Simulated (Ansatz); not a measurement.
# Al5As: the cost of one run

Method: DFT PBE, scalar-relativistic, plane waves, PAW, in Ansatz 0.2.0.

### Step 1. The starting structure

Symmetry: Cmmm, No. 65, orthorhombic system. The conventional cell has a = 6.665 Å, b = 6.746 Å, c = 5.277 Å, α = 90.00°, β = 90.00°, γ = 90.00°. Al (site symmetry mmm) is surrounded by 4 Al at 2.52 Å and 2 As at 2.64 Å. Around Al (site symmetry m) lie 3 Al at 2.38 to 2.52 Å and 1 As at 2.58 Å. As (site symmetry mmm) is surrounded by 6 Al at 2.58 to 2.64 Å.

Structure file:

```
Al As
1.0
     3.33245   -3.37315    0.00000
     3.33245    3.37315    0.00000
     0.00000    0.00000    5.27744
Al As
5 1
Direct
  0.00000 0.00000 0.00000
  0.32335 0.67665 0.23850
  0.67665 0.32335 0.23850
  0.32335 0.67665 0.76150
  0.67665 0.32335 0.76150
  0.00000 0.00000 0.50000
```

The cell is invented: random cell by space group and Wyckoff sites (Cmmm, No. 65). The dimensions are guesses.

### Step 2. The guess as it stands, on a coarse mesh

The input, input.yaml:

```yaml
crystal:
  lattice:
    - [3.33245041, -3.3731463, 0.0]
    - [3.33245041, 3.3731463, 0.0]
    - [0.0, 0.0, 5.27743524]
  atoms:
    - { symbol: Al, position: [0.0, 0.0, 0.0] }
    - { symbol: Al, position: [0.32334653, 0.67665347, 0.23849917] }
    - { symbol: Al, position: [0.67665347, 0.32334653, 0.23849917] }
    - { symbol: Al, position: [0.32334653, 0.67665347, 0.76150083] }
    - { symbol: Al, position: [0.67665347, 0.32334653, 0.76150083] }
    - { symbol: As, position: [0.0, 0.0, 0.5] }
basis:
  ecutwfc: 420
kpoints:
  mp_grid: { grid: [4, 4, 4] }
hamiltonian:
  xc: pbe
scf:
  occupations: { method: gaussian, width: 0.1 }
  lower_state_search: "off"
output:
  forces: true
  stress: true
  eigenvalues: true
```

Command:

```console
> ansatz run input.yaml --threads 1 --pin off --max-ram 2560MiB --backend cpu --events-out ev --progress --plain --runs-dir out
```

**Question.** How long does this run take on 1 thread of Arm Neoverse V1, shared host, and how much memory does it need?

About 3.4 s, with a peak of 0.34 GiB.
